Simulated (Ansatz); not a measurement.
# Cu2Ni3: the cost of one run

Computed with Ansatz 0.2.0 (DFT PBE, scalar-relativistic, plane waves, PAW, unless a step's input says otherwise).

2 further runs of the same task are left out: 1 that didn't finish, 1 set aside as unsound or not needed.

**1. The system as given**

The structure is trigonal, space group P-3m1 (No. 164). The conventional cell has a = 2.506 Å, b = 2.506 Å, c = 20.761 Å, α = 90.00°, β = 90.00°, γ = 120.00°. Cu (site symmetry 3m) is surrounded by 9 Cu at 2.51 to 2.58 Å and 3 Ni at 2.55 Å. Cu (site symmetry 3m) is surrounded by 6 Cu at 2.51 Å and 6 Ni at 2.55 Å. Ni (site symmetry 3m) has 9 Ni at 2.48 to 2.51 Å and 3 Cu at 2.55 Å as nearest neighbours.

As a file:

```cif
data_structure
_symmetry_space_group_name_H-M 'P 1'
_symmetry_Int_Tables_number 1
_cell_length_a 2.5057
_cell_length_b 2.5057
_cell_length_c 20.7615
_cell_angle_alpha 90.000
_cell_angle_beta 90.000
_cell_angle_gamma 120.000
_cell_volume 112.89
loop_
_atom_site_label
_atom_site_type_symbol
_atom_site_fract_x
_atom_site_fract_y
_atom_site_fract_z
_atom_site_occupancy
Cu1 Cu 0.33333 0.66667 0.05143 1
Cu2 Cu 0.33333 0.66667 0.64959 1
Cu3 Cu 0.66667 0.33333 0.94857 1
Cu4 Cu 0.66667 0.33333 0.35041 1
Ni1 Ni 0.33333 0.66667 0.84771 1
Ni2 Ni 0.33333 0.66667 0.24941 1
Ni3 Ni 0.33333 0.66667 0.45143 1
Ni4 Ni 0.66667 0.33333 0.15229 1
Ni5 Ni 0.66667 0.33333 0.54857 1
Ni6 Ni 0.66667 0.33333 0.75059 1
```

It is the end of an earlier relaxation with the same method, from a generated guess; it needn't be the stable form of this composition. At a tolerance of 0.05 Å it has space group P-3m1 (No. 164); it has 11.29 Å³/atom, an uncorrected energy of +0.04 eV/atom over the elements.

**2. Bands, states and charges**

Input file input.yaml:

```yaml
crystal:
  lattice:
    - [2.5057069656, 0.0, 0.0]
    - [-1.2528534828, 2.1700058867, 0.0]
    - [0.0, 0.0, 20.761494318]
  atoms:
    - { symbol: Cu, position: [0.3333333333, 0.6666666667, 0.0514332608] }
    - { symbol: Cu, position: [0.3333333333, 0.6666666667, 0.6495864616] }
    - { symbol: Cu, position: [0.6666666667, 0.3333333333, 0.9485667392] }
    - { symbol: Cu, position: [0.6666666667, 0.3333333333, 0.3504135384] }
    - { symbol: Ni, position: [0.3333333333, 0.6666666667, 0.8477109167], spin: 0.54 }
    - { symbol: Ni, position: [0.3333333333, 0.6666666667, 0.2494071384], spin: 0.54 }
    - { symbol: Ni, position: [0.3333333333, 0.6666666667, 0.4514282533], spin: 0.54 }
    - { symbol: Ni, position: [0.6666666667, 0.3333333333, 0.1522890833], spin: 0.54 }
    - { symbol: Ni, position: [0.6666666667, 0.3333333333, 0.5485717467], spin: 0.54 }
    - { symbol: Ni, position: [0.6666666667, 0.3333333333, 0.7505928616], spin: 0.54 }
basis:
  ecutwfc: 420
kpoints:
  mp_grid: { grid: [18, 18, 2] }
  band_path:
    path:
      - [[0.0, 0.0, 0.0], [0.5, 0.0, 0.0], [0.33333333, 0.33333333, 0.0], [0.0, 0.0, 0.0], [0.0, 0.0, 0.5], [0.5, 0.0, 0.5], [0.33333333, 0.33333333, 0.5], [0.0, 0.0, 0.5]]
      - [[0.5, 0.0, 0.5], [0.5, 0.0, 0.0]]
      - [[0.33333333, 0.33333333, 0.5], [0.33333333, 0.33333333, 0.0]]
    npoints: 14
hamiltonian:
  xc: pbe
scf:
  occupations: { method: gaussian, width: 0.1 }
  n_extra_bands: 25
output:
  forces: true
  stress: true
  eigenvalues: true
  populations: true
  dos: { projected: true, de: 0.02, nscf_kmesh: { grid: [22, 22, 3] } }
  bader: true
magnetization:
  spin_polarized: true
checkpoint:
  read: start.run
  write: ck
  compress: false
  write_wavefunctions: false
  write_every: 100000
```

Started as:

```
$ ansatz run input.yaml --threads 4 --pin off --max-ram 8192MiB --backend cpu --events-out ev --progress --plain --runs-dir out
```

Q: Estimate wall time and peak memory on 4 threads of Intel Xeon Platinum 8488C (Sapphire Rapids), shared host.

About 1.7 min, with a peak of 1.8 GiB.
